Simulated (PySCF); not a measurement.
# HBr: bond curves at several levels of theory, part 2 of 2

PySCF 2.14.0; H cc-pVTZ, Br cc-pVTZ-PP with ECP10; scalar-relativistic core potentials.

**8. r²SCAN0 (hybrid meta-GGA)**

Log of the SCF at 1.422 Å:

```text
[... 17 set-up lines left out, the same as in an earlier log ...]
XC functionals = HYB_MGGA_XC_R2SCAN0
    M. Bursch, H. Neugebauer, S. Ehlert, and S. Grimme.,  J. Chem. Phys. 156, 134105 (2022)
[... 2 set-up lines left out, the same as in an earlier log ...]
init E= -417.332652136967
cycle= 1 E= -417.333357012494  delta_E= -0.000705  |g|= 0.0106  |ddm|= 0.0855
cycle= 2 E= -417.333364030356  delta_E= -7.02e-06  |g|= 0.00944  |ddm|= 0.0236
cycle= 3 E= -417.333392898257  delta_E= -2.89e-05  |g|= 0.000408  |ddm|= 0.0113
cycle= 4 E= -417.333392957284  delta_E= -5.9e-08  |g|= 0.000227  |ddm|= 0.000752
cycle= 5 E= -417.333392989139  delta_E= -3.19e-08  |g|= 4.75e-06  |ddm|= 0.000305
cycle= 6 E= -417.333392989157  delta_E= -1.76e-11  |g|= 8.81e-07  |ddm|= 1.98e-05
Extra cycle  E= -417.333392989158  delta_E= -7.96e-13  |g|= 7.31e-07  |ddm|= 4.04e-06
converged SCF energy = -417.333392989158  <S^2> = -3.5527137e-15  2S+1 = 1
```

Re = 1.413 Å, ωe = 2694 cm⁻¹, ωexe = 40.8 cm⁻¹, αe = 0.218 cm⁻¹, Be = 8.489 cm⁻¹, De = 3.94 eV, μ = -0.93 D.

**9. revPBE**

The SCF at the reference distance, 1.422 Å, printed:

```text
[... 17 set-up lines left out, the same as in an earlier log ...]
XC functionals = PBE_R,PBE
    Y. Zhang and W. Yang.,  Phys. Rev. Lett. 80, 890 (1998)
[... 4 set-up lines left out, the same as in an earlier log ...]
init E= -417.515729778158
cycle= 1 E= -417.516263105075  delta_E= -0.000533  |g|= 0.0242  |ddm|= 0.126
cycle= 2 E= -417.516190800175  delta_E= 7.23e-05  |g|= 0.0245  |ddm|= 0.0509
cycle= 3 E= -417.516386766416  delta_E= -0.000196  |g|= 0.00347  |ddm|= 0.0362
cycle= 4 E= -417.516394870929  delta_E= -8.1e-06  |g|= 0.000434  |ddm|= 0.00628
cycle= 5 E= -417.516394978563  delta_E= -1.08e-07  |g|= 3.19e-05  |ddm|= 0.000781
cycle= 6 E= -417.516394979266  delta_E= -7.03e-10  |g|= 4.82e-06  |ddm|= 9.27e-05
Extra cycle  E= -417.516394979267  delta_E= -1.02e-12  |g|= 4.85e-06  |ddm|= 2.25e-05
converged SCF energy = -417.516394979267  <S^2> = -5.3290705e-15  2S+1 = 1
```

Re = 1.435 Å, ωe = 2549 cm⁻¹, ωexe = 42.3 cm⁻¹, αe = 0.227 cm⁻¹, Be = 8.231 cm⁻¹, De = 3.89 eV, μ = -0.83 D.

**10. TPSS**

Output of the SCF at 1.422 Å:

```text
[... 17 set-up lines left out, the same as in an earlier log ...]
XC functionals = TPSS
    J. Tao, J. P. Perdew, V. N. Staroverov, and G. E. Scuseria.,  Phys. Rev. Lett. 91, 146401 (2003)
    J. P. Perdew, J. Tao, V. N. Staroverov, and G. E. Scuseria.,  J. Chem. Phys. 120, 6898 (2004)
    J. Tao, J. P. Perdew, V. N. Staroverov, and G. E. Scuseria.,  Phys. Rev. Lett. 91, 146401 (2003)
    J. P. Perdew, J. Tao, V. N. Staroverov, and G. E. Scuseria.,  J. Chem. Phys. 120, 6898 (2004)
[... 2 set-up lines left out, the same as in an earlier log ...]
init E= -417.375560906255
cycle= 1 E= -417.376064393371  delta_E= -0.000503  |g|= 0.0313  |ddm|= 0.0972
cycle= 2 E= -417.376039144265  delta_E= 2.52e-05  |g|= 0.0279  |ddm|= 0.0522
cycle= 3 E= -417.376234921816  delta_E= -0.000196  |g|= 0.00353  |ddm|= 0.0355
cycle= 4 E= -417.376242905474  delta_E= -7.98e-06  |g|= 0.000528  |ddm|= 0.00649
cycle= 5 E= -417.376243072255  delta_E= -1.67e-07  |g|= 3.04e-05  |ddm|= 0.000848
cycle= 6 E= -417.376243072884  delta_E= -6.3e-10  |g|= 4.38e-06  |ddm|= 9.13e-05
Extra cycle  E= -417.376243072886  delta_E= -1.71e-12  |g|= 4.3e-06  |ddm|= 1.85e-05
converged SCF energy = -417.376243072886  <S^2> = -1.0658141e-14  2S+1 = 1
```

Re = 1.428 Å, ωe = 2584 cm⁻¹, ωexe = 42.3 cm⁻¹, αe = 0.227 cm⁻¹, Be = 8.311 cm⁻¹, De = 4.06 eV, μ = -0.85 D.

**11. ωB97X (range-separated hybrid)**

The SCF at the reference distance, 1.422 Å, printed:

```text
[... 13 set-up lines left out, the same as in an earlier log ...]
max_memory 909 MB (current use 310 MB)
[... 3 set-up lines left out, the same as in an earlier log ...]
XC functionals = WB97X
    J.-D. Chai and M. Head-Gordon.,  J. Chem. Phys. 128, 084106 (2008)
[... 2 set-up lines left out, the same as in an earlier log ...]
init E= -417.512209291373
cycle= 1 E= -417.512782040468  delta_E= -0.000573  |g|= 0.00546  |ddm|= 0.12
cycle= 2 E= -417.512801274626  delta_E= -1.92e-05  |g|= 0.0019  |ddm|= 0.0179
cycle= 3 E= -417.512802602719  delta_E= -1.33e-06  |g|= 0.000897  |ddm|= 0.00375
cycle= 4 E= -417.512802846858  delta_E= -2.44e-07  |g|= 4.2e-05  |ddm|= 0.00128
cycle= 5 E= -417.512802848593  delta_E= -1.73e-09  |g|= 1.25e-05  |ddm|= 0.000129
cycle= 6 E= -417.512802848717  delta_E= -1.24e-10  |g|= 2.48e-06  |ddm|= 3.2e-05
Extra cycle  E= -417.51280284872  delta_E= -3.24e-12  |g|= 1.14e-06  |ddm|= 4.93e-06
converged SCF energy = -417.51280284872  <S^2> = -5.3290705e-15  2S+1 = 1
```

Re = 1.416 Å, ωe = 2697 cm⁻¹, ωexe = 39.4 cm⁻¹, αe = 0.212 cm⁻¹, Be = 8.446 cm⁻¹, De = 3.91 eV, μ = -0.89 D.

**12. RHF**

Log of the SCF at 1.422 Å:

```text
******** <class 'pyscf.scf.hf_symm.SymAdaptedRHF'> ********
method = SymAdaptedRHF
[... 12 set-up lines left out, the same as in an earlier log ...]
Overwritten attributes  get_occ get_j get_hcore get_jk get_k  of <class 'pyscf.scf.hf_symm.SymAdaptedRHF'>
<class 'pyscf.scf.hf_symm.SymAdaptedRHF'> does not have attributes  refdm
[... 1 set-up line left out, the same as in an earlier log ...]
init E= -416.086990712321
cycle= 1 E= -416.09303249086  delta_E= -0.00604  |g|= 0.0377  |ddm|= 0.306
cycle= 2 E= -416.093232010181  delta_E= -0.0002  |g|= 0.0127  |ddm|= 0.0664
cycle= 3 E= -416.093253278322  delta_E= -2.13e-05  |g|= 0.00261  |ddm|= 0.012
cycle= 4 E= -416.093256451958  delta_E= -3.17e-06  |g|= 0.000496  |ddm|= 0.00591
cycle= 5 E= -416.093256609342  delta_E= -1.57e-07  |g|= 0.000125  |ddm|= 0.00109
cycle= 6 E= -416.093256620497  delta_E= -1.12e-08  |g|= 2.87e-05  |ddm|= 0.000334
cycle= 7 E= -416.093256620972  delta_E= -4.74e-10  |g|= 5.44e-06  |ddm|= 7.25e-05
Extra cycle  E= -416.093256620985  delta_E= -1.32e-11  |g|= 2.05e-06  |ddm|= 1.35e-05
converged SCF energy = -416.093256620985
```

Re = 1.405 Å, ωe = 2785 cm⁻¹, ωexe = 38.6 cm⁻¹, αe = 0.206 cm⁻¹, Be = 8.576 cm⁻¹, De = 2.78 eV, μ = -0.96 D.

**13. MP2 and coupled cluster**

Reference: RHF; core orbitals frozen: 4; virtual orbitals above 20 hartree dropped in coupled cluster: 1. MP2 keeps all virtuals, so it differs from the MP2 energy in the coupled-cluster log.

The coupled-cluster run at the reference distance, 1.422 Å, printed:

```text
******** <class 'pyscf.cc.ccsd.CCSD'> ********
CC2 = 0
CCSD nocc = 9, nmo = 48
frozen orbitals [0, 1, 2, 3, 52]
max_cycle = 80
direct = 0
conv_tol = 1e-07
conv_tol_normt = 1e-05
diis_space = 8
diis_start_cycle = 0
diis_start_energy_diff = 1e+09
max_memory 909 MB (current use 321 MB)
Init t2, MP2 energy = -416.330234410332  E_corr(MP2) -0.236977789346621
Init E_corr(CCSD) = -0.236977789348181
cycle = 1  E_corr(CCSD) = -0.244842755317647  dE = -0.00786496597  norm(t1,t2) = 0.0306223
cycle = 2  E_corr(CCSD) = -0.249754954580169  dE = -0.00491219926  norm(t1,t2) = 0.0091946
cycle = 3  E_corr(CCSD) = -0.25062101799734  dE = -0.000866063417  norm(t1,t2) = 0.00329044
cycle = 4  E_corr(CCSD) = -0.250848870578011  dE = -0.000227852581  norm(t1,t2) = 0.000701516
cycle = 5  E_corr(CCSD) = -0.250803234883999  dE = 4.5635694e-05  norm(t1,t2) = 0.000164328
cycle = 6  E_corr(CCSD) = -0.250799532551346  dE = 3.70233265e-06  norm(t1,t2) = 3.13056e-05
cycle = 7  E_corr(CCSD) = -0.250801218378894  dE = -1.68582755e-06  norm(t1,t2) = 1.11453e-05
cycle = 8  E_corr(CCSD) = -0.25080116607824  dE = 5.23006543e-08  norm(t1,t2) = 2.37525e-06
CCSD converged
E(CCSD) = -416.3440577870632  E_corr = -0.2508011660782402
CCSD(T) correction = -0.00837292862998113
```

Correlation energy (eV) along the bond:

```csv
R (Å),MP2,SCS-MP2,CCSD,CCSD(T),T1
1.223,-6.471,-6.209,n/a,n/a,n/a
1.280,-6.464,-6.205,-6.818,-7.040,0.005
1.337,-6.458,-6.203,-6.819,-7.043,0.005
1.379,-6.455,-6.204,-6.821,-7.047,0.005
1.422,-6.453,-6.205,-6.825,-7.052,0.005
1.465,-6.453,-6.208,-6.831,-7.061,0.005
1.522,-6.455,-6.215,-6.842,-7.075,0.005
1.593,-6.462,-6.228,-6.863,-7.101,0.006
1.678,-6.477,-6.251,-6.897,-7.141,0.006
1.792,-6.507,-6.293,n/a,n/a,n/a
```

RHF-MP2: Re = 1.404 Å, ωe = 2757 cm⁻¹, ωexe = 44.5 cm⁻¹, αe = 0.225 cm⁻¹, Be = 8.592 cm⁻¹, De = 3.97 eV.

RHF-SCS-MP2: Re = 1.407 Å, ωe = 2733 cm⁻¹, ωexe = 45.0 cm⁻¹, αe = 0.227 cm⁻¹, Be = 8.559 cm⁻¹, De = 3.96 eV.

RHF-CCSD: Re = 1.409 Å, ωe = 2705 cm⁻¹, ωexe = 47.2 cm⁻¹, αe = 0.234 cm⁻¹, Be = 8.532 cm⁻¹, De = 3.93 eV.

RHF-CCSD(T): Re = 1.411 Å, ωe = 2688 cm⁻¹, ωexe = 48.2 cm⁻¹, αe = 0.238 cm⁻¹, Be = 8.510 cm⁻¹, De = 3.99 eV.

**14. The curves together**

Energy (eV) from each level's lowest point:

```csv
R (Å),RHF,RHF-MP2,RHF-SCS-MP2,RHF-CCSD,RHF-CCSD(T),PBE,revPBE,TPSS,r²SCAN,PBE0,r²SCAN0,ωB97X
1.223,0.646,0.628,0.641,n/a,n/a,0.773,0.777,0.740,0.700,0.715,0.668,0.697
1.280,0.274,0.263,0.274,0.280,0.286,0.370,0.373,0.346,0.319,0.327,0.294,0.313
1.337,0.072,0.067,0.073,0.078,0.081,0.132,0.133,0.118,0.102,0.105,0.086,0.096
1.379,0.006,0.005,0.008,0.010,0.012,0.037,0.038,0.031,0.022,0.024,0.015,0.019
1.422,0.000,0.000,0.000,0.000,0.000,0.000,0.000,0.000,0.000,0.000,0.000,0.000
1.465,0.041,0.042,0.038,0.035,0.033,0.009,0.008,0.015,0.023,0.023,0.032,0.028
1.522,0.155,0.153,0.145,0.138,0.132,0.077,0.076,0.092,0.110,0.111,0.131,0.124
1.593,0.368,0.359,0.345,0.330,0.320,0.231,0.228,0.254,0.286,0.289,0.322,0.313
1.678,0.694,0.670,0.648,0.622,0.605,0.482,0.477,0.515,0.562,0.570,0.618,0.610
1.792,1.196,1.142,1.108,n/a,n/a,0.880,0.873,0.925,0.992,1.010,1.076,1.073
```

The whole job (state search and all levels along the bond) took 1.7 min on 1 thread of Oxide Virtual Turin-like (shared host), peak memory 0.6 GiB.

**15. What came out**

The summary covers parts 1 to 2.

Lowest PBE0 solution found, without spin–orbit coupling: ¹Σ⁺ (singlet), closed shell. The other levels ran on it alone.

```csv
level,Re (Å),ωe (cm⁻¹),De (eV),μ (D)
RHF,1.405,2785,2.78,-0.96
RHF-MP2,1.404,2757,3.97,n/a
RHF-SCS-MP2,1.407,2733,3.96,n/a
RHF-CCSD,1.409,2705,3.93,n/a
RHF-CCSD(T),1.411,2688,3.99,n/a
PBE,1.434,2553,3.99,-0.84
revPBE,1.435,2549,3.89,-0.83
TPSS,1.428,2584,4.06,-0.85
r²SCAN,1.420,2632,4.01,-0.91
PBE0,1.421,2651,3.93,-0.89
r²SCAN0,1.413,2694,3.94,-0.93
ωB97X,1.416,2697,3.91,-0.89
measured,1.414435,2648.975,n/a,n/a
```

De is counted to H + Br in their ground configurations. A positive dipole means H(−)Br(+).

Measured values: Huber and Herzberg, Constants of Diatomic Molecules, 1979.

Differences from the measured constants:

```csv
level,Re (mÅ),ωe (%)
RHF,-9,+5.1
RHF-MP2,-10,+4.1
RHF-SCS-MP2,-8,+3.2
RHF-CCSD,-5,+2.1
RHF-CCSD(T),-4,+1.5
PBE,+19,-3.6
revPBE,+20,-3.8
TPSS,+13,-2.5
r²SCAN,+6,-0.6
PBE0,+6,+0.1
r²SCAN0,-2,+1.7
ωB97X,+2,+1.8
```

Time per point (s) on 1 thread of Oxide Virtual Turin-like, shared host (CPU time, shared integrals of 0.61 s apart; correlated levels include their reference; CCSD comes with the CCSD(T) run); the times are rough: RHF 0.083, RHF-MP2 0.13, RHF-SCS-MP2 0.13, RHF-CCSD(T) 1.4, PBE 0.48, revPBE 0.36, TPSS 0.69, r²SCAN 0.65, PBE0 1.2, r²SCAN0 0.75, ωB97X 1.1.

The cheapest levels within 10 mÅ and 2.5 % of the measured constants: r²SCAN (0.65 s). The dearest run takes 1.4 s.

**Reading.** Against the measured constants, the bond length is nearest at r²SCAN0 and ωB97X (2 mÅ off) and farthest at revPBE (+20 mÅ); the wavenumber is nearest at PBE0 (+0.1 %) and farthest at RHF (+5.1 %). Hartree–Fock makes the bond too short and too stiff against this reference, as it mostly does. PBE has the long and soft bond that GGAs tend to give. Of the levels with a De here, RHF gives the least (2.78 eV) and TPSS the most (4.06 eV).

Correlated steps freeze 4 core orbitals.
